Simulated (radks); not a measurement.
**Ca²⁺ in [Ar]: an all-electron calculation**

The task here is to estimate one member of a computed series from the others.

Method: scalar-relativistic Kohn-Sham, LDA (Slater exchange, Perdew-Wang correlation), spin-polarised, spherical densities, finite nucleus. Code: radks (a radial shooting solver on a logarithmic mesh, Libxc functionals) version 1.

**What is computed**

| Property | Result |
| --- | --- |
| element | calcium (Z = 20) |
| charge | +2 |
| electrons | 18 |
| configuration | [Ar] |
| nuclear rms radius | 3.4776 fm |

The outer shells:

Ca²⁺
```
[Ne] core
3s [↑↓]
3p [↑↓][↑↓][↑↓]
```

The first run:

The run's settings:

```text
Z 20
configuration [Ar]
relativity scalar-relativistic
functional lda,pw
spin polarised
nucleus finite rms 3.4776 fm
c 137.035999084
```

Command:

```bash
$ python run_ks.py task.json out
```

This one command runs every case of the session in turn.

Steps of the session up to this table: Self-consistent calculation.

One of the session's tables, all rows but one given; the rest of the session is left out.

It belongs to the step «Orbitals and density». Radial moments (bohr):

| level | <r> | outermost maximum (interpolated) | 90 % within | nodes |
| --- | --- | --- | --- | --- |
| 1s | 0.07702 | 0.0504 | 0.138 | 0 |
| 2s | 0.3655 | 0.301 | 0.569 | 1 |
| 2p | ? | ? | ? | ? |
| 3s | 1.153 | 0.992 | 1.73 | 2 |
| 3p | 1.258 | 1.04 | 1.94 | 1 |

**Question.** Estimate the row for 2p.

**Answer.** <r>: 0.3283; outermost maximum (interpolated): 0.247; 90 % within: 0.542; nodes: 0. In the column «<r>» it lies between 1s (0.07702) and 2s (0.3655).
